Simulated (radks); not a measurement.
# Ru in [Kr] 4d7 5s1: an all-electron calculation

One table from this session's results is given with a row withheld; the runs are named, their logs left out.

The numbers are computed with radks (a radial shooting solver on a logarithmic mesh, Libxc functionals) version 1 (Dirac Kohn-Sham, LDA (Slater exchange, Perdew-Wang correlation), spin-unpolarised, spherical densities, finite nucleus; open shells fill j = l - 1/2 first), except any that are marked as measured or tabulated.

**The atom as given**

| Property | Result |
| --- | --- |
| element | ruthenium (Z = 44) |
| charge | 0 |
| electrons | 44 |
| configuration | [Kr] 4d7 5s1 |
| nuclear rms radius | 4.4809 fm |

The first run:

Settings of this run:

```text
Z 44
configuration [Kr] 4d7 5s1 5p0 6s0 4f0 5d0
relativity Dirac
functional lda,pw
spin unpolarised
j_filling energy
nucleus finite rms 4.4809 fm
c 137.035999084
```

Launch:

```
python run_ks.py task.json out
```

All runs below come from this command, one after another.

One table of the session follows, with a row left open; its other results are not shown here.

It belongs to the step «Radial structure». From the orbitals of this run (lengths in bohr):

| level | <r> | outermost maximum (interpolated) | 90 % within | nodes |
| --- | --- | --- | --- | --- |
| 1s1/2 | 0.03347 | 0.0217 | 0.0600 | 0 |
| 2s1/2 | ? | ? | ? | ? |
| 2p1/2 | 0.1237 | 0.0955 | 0.203 | 0 |
| 2p3/2 | 0.1285 | 0.0995 | 0.209 | 0 |
| 3s1/2 | 0.4032 | 0.362 | 0.596 | 2 |
| 3p1/2 | 0.3962 | 0.349 | 0.599 | 1 |
| 3p3/2 | 0.4069 | 0.358 | 0.614 | 1 |
| 3d3/2 | 0.3824 | 0.299 | 0.609 | 0 |
| 3d5/2 | 0.3859 | 0.302 | 0.614 | 0 |
| 4s1/2 | 1.018 | 0.913 | 1.48 | 3 |
| 4p1/2 | 1.106 | 0.964 | 1.64 | 2 |
| 4p3/2 | 1.138 | 0.989 | 1.69 | 2 |
| 4d3/2 | 1.692 | 1.21 | 2.79 | 1 |
| 4d5/2 | 1.721 | 1.22 | 2.85 | 1 |
| 5s1/2 | 3.341 | 2.72 | 5.06 | 4 |
| 5p1/2 | 4.904 | 3.74 | 7.74 | 3 |
| 5p3/2 | 5.101 | 3.89 | 8.05 | 3 |

Q: Estimate the row for 2s1/2 from the others.

**Answer.** <r>: 0.1455; outermost maximum (interpolated): 0.123; 90 % within: 0.225; nodes: 1. In the column «<r>» it lies between 2p3/2 (0.1285) and 3d3/2 (0.3824).

Caveats from the session: Spin polarisation and multiplet splitting are left out.
